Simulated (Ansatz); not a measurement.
Working through a rigid scan of one bond angle of AlFH3NS, SMILES [NH2][Al]([F])[SH]

With Ansatz 0.2.0, Python API.

The cells in order, each with its output:

In [1]:
```python
import ansatz as az
from ase import Atoms

atoms = Atoms(["N", "Al", "F", "S", "H", "H", "H"], positions=[
    (-0.8805, 0.7011, 1.013),
    (0.416, -0.4428, 0.3486),
    (1.9331, -0.6277, 1.2392),
    (0.1522, -1.5869, -1.5729),
    (-0.5159, 1.6989, 0.9716),
    (-1.7035, 0.7526, 0.2992),
    (0.6598, -0.5632, -2.3445),
])
```

In [2]:
```python
# relax first, so that the scan starts from a minimum
first = (
    az.Crystal.molecule_from_ase(atoms).calculation()
    .basis(gaussian="def2-SVP")
    .functional("r2scan0")
    .relax(force_tolerance=0.02, max_steps=80)
)
atoms.positions = first.run().report["positions_ang"]

rows = []
for angle in [90, 100, 110, 120, 135, 150, 165, 179]:
    bent = atoms.copy()
    bent.set_angle(1, 3, 6, angle, indices=[6])
    calculation = (
        az.Crystal.molecule_from_ase(bent).calculation()
        .basis(gaussian="def2-SVP")
        .functional("r2scan0")
    )
    rows.append((angle, calculation.run().report["free_energy_ev"]))
floor = min(e for _, e in rows)
for angle, e in rows:
    print(f"angle Al1-S3-H6 = {angle:3d} deg   {1000 * (e - floor):9.1f} meV")
```
```text
angle Al1-S3-H6 =  90 deg         0.0 meV
angle Al1-S3-H6 = 100 deg        18.2 meV
angle Al1-S3-H6 = 110 deg       111.6 meV
angle Al1-S3-H6 = 120 deg       271.4 meV
angle Al1-S3-H6 = 135 deg       602.4 meV
angle Al1-S3-H6 = 150 deg       971.2 meV
angle Al1-S3-H6 = 165 deg      1270.0 meV
angle Al1-S3-H6 = 179 deg      1391.1 meV
```

The scan is rigid, and the energies are electronic, in a modest basis. The zero is the lowest point of the grid, which needn't be the minimum. Wall time of the script: 99 s on 1 thread of Arm Neoverse V1, on a shared host, peak memory 0.24 GiB.
